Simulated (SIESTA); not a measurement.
Crystal: NiPt3.

```xyz
4
Lattice="3.8550 0.0000 0.0000 0.0000 3.8550 0.0000 0.0000 0.0000 3.8550" Properties=species:S:1:pos:R:3 pbc="T T T"
Pt    1.9275    1.9275    0.0000
Pt    1.9275    0.0000    1.9275
Pt    0.0000    1.9275    1.9275
Ni    0.0000    0.0000    0.0000
```

The cell comes from a database or a generator and needn't be the stable form of this composition.

```yaml
Program: SIESTA 5.4.2
Task: single point
Functional: PBEsol
Potentials_or_basis: PseudoDojo 0.4 standard (PBEsol files)
Basis: DZP (energy shift 0.003 Ry; two zetas on semicore shells)
Grid_cutoff: 800 Ry
Energy_shift: 0.003 Ry
k_mesh: 7 × 7 × 7
Occupations: fermi-dirac, width 0.05 eV
Spin: collinear spin, ferromagnetic start
Starting_moments: "[0.0, 0.0, 0.0, 1.0] μB"
```

On this cell: pressure -4.0 GPa; largest force zero by symmetry; net moment 0.99 μB per cell; site moments Pt +0.10; Ni +0.70 μB; band gap on the k mesh none (metal or under the smearing width).

The same run follows on a disturbed copy (atoms moved at random, drawn with an rms of 0.05 Å):

```
Pt Ni
1.0
     3.85504    0.00000    0.00000
     0.00000    3.85504    0.00000
     0.00000    0.00000    3.85504
Pt Ni
3 1
Cartesian
  2.0008 1.9532 0.0115
  1.9319 -0.0049 1.9156
  -0.0516 1.9239 1.8912
  0.0073 0.0293 -0.0235
```

Task: What changes?

Result: The energy (extrapolated to zero smearing) moves by +29.2 meV/atom; pressure -3.0 GPa; largest force 1.844 eV/Å; net moment 0.99 μB per cell; site moments Pt +0.10; Ni +0.69 μB; band gap on the k mesh none (metal or under the smearing width).

Forces on the atoms (eV/Å):
```
Pt  -1.407 -0.237 -0.727
Pt  -0.611  0.295  0.204
Pt   1.764  0.074  0.531
Ni   0.255 -0.133 -0.010
```

Stress tensor (GPa, compression positive):
```
-2.96 -0.20  0.85
-0.20 -3.74  0.00
 0.85  0.00 -2.37
```

Caveats: short orbitals over semicore shells can move pressures by several GPa; the basis of atomic orbitals isn't converged, which shifts pressures, moduli and gaps.
